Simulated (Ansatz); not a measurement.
# Si2H3F3: up Jacob's ladder to CCSD(T)

One table from this session's results is given with a row withheld; the runs are named, their logs left out.

Program: Ansatz 0.2.0, Gaussian basis. Level of theory: functionals in def2-TZVPP, the program's frozen cores in correlated methods. These are calculated values, not measurements.

Plan: PBE-D4, r2SCAN-D4, PBE0-D4, B3LYP-D4, ωB97X-V, ωB97M-V, B2PLYP; CCSD(T)/def2-TZVPP; MP2/def2-QZVPP; extrapolation to the limit.

## The relaxed structure

All runs share one geometry, relaxed beforehand with PBE0-D4 in a triple-zeta def2 set.

8 atoms, charge 0, spin multiplicity 1.

Atoms are counted from 1 here; the program's logs count them from 0.

Bond lengths: F1–Si2 1.602 Å, Si2–Si3 2.355 Å, Si2–H6 1.485 Å, Si2–H7 1.485 Å, Si3–F4 1.591 Å, Si3–F5 1.591 Å, Si3–H8 1.483 Å. Angles: F1–Si2–Si3 109.8°, F1–Si2–H6 108.6°, F1–Si2–H7 108.6°, Si3–Si2–H6 110.1°, Si3–Si2–H7 110.1°, H6–Si2–H7 109.5°, Si2–Si3–F4 109.9°, Si2–Si3–F5 109.9°, Si2–Si3–H8 114.2°, F4–Si3–F5 107.3°, F4–Si3–H8 107.7°, F5–Si3–H8 107.7°.

Set-up of the first run:

in.yaml reads:

```yaml
crystal:
  periodic: [false, false, false]
  atoms:
    - {symbol: F, position_ang: [-1.752473, -0.043066, 1.476302]}
    - {symbol: Si, position_ang: [-0.254295, 0.392835, 1.115251]}
    - {symbol: Si, position_ang: [0.291509, -0.342279, -1.054423]}
    - {symbol: F, position_ang: [0.153760, -1.925086, -1.140340]}
    - {symbol: F, position_ang: [-0.724986, 0.280060, -2.108486]}
    - {symbol: H, position_ang: [-0.160113, 1.872919, 1.192372]}
    - {symbol: H, position_ang: [0.667992, -0.214785, 2.108047]}
    - {symbol: H, position_ang: [1.663607, 0.013902, -1.488523]}
basis:
  gaussian: {orbitals: def2-TZVPP}
hamiltonian: {xc: pbe, dispersion: d4}
output: {forces: true, orbitals: {seedname: orbitals}}
```

Among the steps run: PBE-D4 (GGA); r2SCAN-D4 (meta-GGA); PBE0-D4 (hybrid); B3LYP-D4 (hybrid); ωB97X-V (range-separated); ωB97M-V (range-separated); B2PLYP (double hybrid); CCSD(T) in def2-TZVPP; MP2 in def2-QZVPP.

One table of the session follows, with a row left open; its other results are not shown here.

It belongs to the step «Atomisation energies». 

```
            method  atomisation energy (kcal/mol)
            PBE-D4                          704.3
         r2SCAN-D4                          703.8
           PBE0-D4                          690.9
          B3LYP-D4                          698.7
           ωB97X-V                          708.0
           ωB97M-V                              ?
            B2PLYP                          695.9
     HF/def2-TZVPP                          532.6
    MP2/def2-TZVPP                          706.2
   CCSD/def2-TZVPP                          678.0
CCSD(T)/def2-TZVPP                          686.7
           MP2/CBS                          728.6
       CCSD(T)/CBS                          709.1
```

Q: Estimate the row for ωB97M-V from the others.

As computed: atomisation energy (kcal/mol): 703.3. In the column «atomisation energy (kcal/mol)» it lies between B3LYP-D4 (698.7) and r2SCAN-D4 (703.8).
